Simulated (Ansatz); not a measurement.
**ZrH3+ (singlet): wave-function methods side by side, def2-SVP**

Aim: climb from Hartree-Fock through coupled cluster for ZrH3+ (singlet) at one geometry and basis, and see what each rung misses.

The runs use Ansatz 0.2.0, Gaussian basis; def2-SVP, core rule «outside noble gas», up to 4 orbitals frozen.

To be run: UHF; CCSD(T) on RHF; CISD; CCSDT(Q) on RHF.

29 further runs of the same task are left out: 13 for a known fault of the program, 8 that didn't finish, 8 set aside as unsound or not needed.

## 1. What is computed

The geometry is a PBE0/def2-TZVP stationary point (not a proven minimum) of the parent state, kept for this charge and spin. No spin-orbit coupling is included. Elements past krypton take def2 core potentials.

4 atoms, charge 1, spin multiplicity 1.

Atoms are counted from 1 here; the program's logs count them from 0.

Bond lengths: Zr1–H2 1.860 Å, Zr1–H3 1.860 Å, Zr1–H4 1.860 Å. Angles: H2–Zr1–H3 120.0°, H2–Zr1–H4 120.0°, H3–Zr1–H4 120.0°.

## 2. UHF

Contents of in.yaml:

```yaml
crystal:
  periodic: [false, false, false]
  atoms:
    - {symbol: Zr, position_ang: [0.000000, 0.000000, 0.000000]}
    - {symbol: H, position_ang: [1.859864, 0.018007, 0.007700]}
    - {symbol: H, position_ang: [-0.945522, 1.601699, -0.004900]}
    - {symbol: H, position_ang: [-0.914341, -1.619706, -0.002800]}
basis:
  gaussian: {orbitals: def2-SVP}
total_charge: 1
magnetization: {spin_polarized: true, initial_magnetization: 0}
hamiltonian: {xc: hf}
output: {orbitals: {seedname: orbitals}}
```

Command:

```sh
$ ansatz run in.yaml --threads 1 --pin off --events-out ev --progress --plain --max-ram 2393MiB
```

The runs that follow: CCSD(T) on RHF; CISD; CCSDT(Q) on RHF.

Q: Predict the results of all the runs planned. Wanted: RCCSDT(Q) below the RHF energy; RMP2 from RCCSDT(Q); RCCSD from RCCSDT(Q); RCCSD(T) from RCCSDT(Q); T1 diagnostic.

**Answer**, as computed:

| quantity | value |
| --- | --- |
| RCCSDT(Q) below the RHF energy | -3.0399 eV |
| RMP2 from RCCSDT(Q) | +73.8 kJ/mol |
| RCCSD from RCCSDT(Q) | +6.8 kJ/mol |
| RCCSD(T) from RCCSDT(Q) | +1.6 kJ/mol |
| levels within 1 kcal/mol (43 meV) | RCCSD(T), RCCSDT |
| T1 diagnostic | 0.029 |

**Reading.** RCCSD(T) lands +1.6 kJ/mol from the yardstick (0.6 % of the correlation energy). These misses are within one basis, not against nature.
